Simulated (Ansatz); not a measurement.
# HfB2 (AlB2 type): zero-pressure volume and bulk modulus with PBE + D4

The task here is to estimate one member of a computed series from the others.

Method: DFT PBE + D4, scalar-relativistic, plane waves, PAW, in Ansatz 0.2.0.

1 further run of the same task is left out (set aside as unsound or not needed). Runs told in other sessions of the task aren't counted.

**The system as given**

The structure is hexagonal, space group P6/mmm (No. 191). The conventional cell has a = 3.143 Å, b = 3.143 Å, c = 3.473 Å, α = 90.00°, β = 90.00°, γ = 120.00°. Around Hf (site symmetry 6/mmm) lie 12 B at 2.51 Å. B (site symmetry -6m2) is surrounded by 3 B at 1.81 Å and 6 Hf at 2.51 Å.

Structure file:

```cif
data_structure
_symmetry_space_group_name_H-M 'P6/mmm'
_symmetry_Int_Tables_number 191
_cell_length_a 3.1433
_cell_length_b 3.1433
_cell_length_c 3.4726
_cell_angle_alpha 90.000
_cell_angle_beta 90.000
_cell_angle_gamma 120.000
_cell_volume 29.71
loop_
_atom_site_label
_atom_site_type_symbol
_atom_site_symmetry_multiplicity
_atom_site_Wyckoff_symbol
_atom_site_fract_x
_atom_site_fract_y
_atom_site_fract_z
_atom_site_occupancy
Hf1 Hf 1 a 0.00000 0.00000 0.00000 1
B1 B 2 d 0.33333 0.66667 0.50000 1
```

At PBE, an earlier run found 1.25 GPa for this cell of 9.905 Å³/atom (8×8×8 mesh), no gap.

Set-up of the first run:

input.yaml

```yaml
crystal:
  lattice:
    - [3.1433302003, 0.0, 0.0]
    - [-1.5716651001, 2.7222038059, 0.0]
    - [0.0, 0.0, 3.472647553]
  atoms:
    - { symbol: Hf, position: [0.0, 0.0, 0.0] }
    - { symbol: B, position: [0.3333333333, 0.6666666667, 0.5] }
    - { symbol: B, position: [0.6666666667, 0.3333333333, 0.5] }
basis:
  ecutwfc: 420
  ecutrho_ratio: 4
kpoints:
  mp_grid: { grid: [8, 8, 8] }
hamiltonian:
  xc: pbe
  dispersion: d4
scf:
  occupations: { method: gaussian, width: 0.05 }
output:
  forces: true
  stress: true
  eigenvalues: true
relax:
  f_tol: 0.02
  max_steps: 40
  cell: { stress_tol: 0.2, fix: [volume] }
```

Run with:

```sh
> ansatz run input.yaml --threads 4 --pin off --max-ram 8192MiB --backend cpu --events-out ev --progress --plain --runs-dir out
```

Among the steps run: At the given cell; Stepping to 9.600 Å³/atom; Stepping to 9.721 Å³/atom; Volume × 0.98 of the new zero; Volume × 1.02 of the new zero; Volume × 0.96 of the new zero; Volume × 1.04 of the new zero.

One of the session's tables, all rows but one given; the rest of the session is left out.

It belongs to the step «Energy and pressure against volume». 

```
volume (Å³/atom)  energy (meV/atom)  pressure (GPa)
           9.333              13.46           11.44
           9.527                  ?               ?
           9.721               0.00            0.03
           9.916               2.99           -4.89
          10.110              11.67           -9.36
```

Q: Estimate the row for volume (Å³/atom) = 9.527 from the others.

Worked estimate for «energy (meV/atom)». A straight line through the neighbours (9.333, 13.46) and (9.721, 0.00) gives 13.46 + (0.00 − 13.46) × (9.527 − 9.333) / (9.721 − 9.333) = 6.73; a parabola fitted to 3 rows on both sides gives 3.50.

As computed: energy (meV/atom): 3.27; pressure (GPa): 5.46. In «energy (meV/atom)» the line misses by +3.46 and the parabola by +0.23.
